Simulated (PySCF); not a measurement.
# C6H7NO2: the cost of one run

Computed with PySCF 2.14.0 and routines of our own; the level stands in each step. Atoms count from 0.

## Step 1: The system as given

16 atoms, charge 0, multiplicity 3; geometry from: GFN2-xTB.

## Step 2: Open-shell or spin-flip excitations: unrestricted TDDFT PBE0/def2-SVP

The job: settings as JSON, then the geometry in Å.

```
{"job": {"kind": "uabs", "xc": "PBE0", "basis": "def2-SVP", "nstates": 10, "tda": false}, "charge": 0, "multiplicity": 3}
N      0.885319     1.575722    -0.435168
C      1.120540     0.323359    -0.148325
C      0.106632    -0.681769     0.021594
C     -1.194326    -0.425908     0.099488
C     -2.292838     0.536890     0.106194
C     -2.559983    -0.953074     0.170438
C      2.488757    -0.195145    -0.120302
O      2.778776    -1.364038     0.071662
O      3.409955     0.780705    -0.275026
H      1.300412     2.345086     0.062197
H      0.493880    -1.690382     0.092652
H     -2.456821     1.131543     0.994745
H     -2.517911     1.065564    -0.810074
H     -2.968100    -1.445890    -0.701285
H     -2.897383    -1.382822     1.104124
H      4.295494     0.389102    -0.244327
```

Method: unrestricted TDDFT PBE0/def2-SVP, vertical, gas phase, core orbitals frozen in the response.

Run with:

```bash
$ OMP_NUM_THREADS=1 python excited_run.py task.json out
```

This one command runs all jobs of the session in turn.

**Question.** How long does this first job take on 1 thread of Intel Xeon Platinum 8488C, shared host, and how much memory does it need?

About 95 s, with a peak of 0.63 GiB.
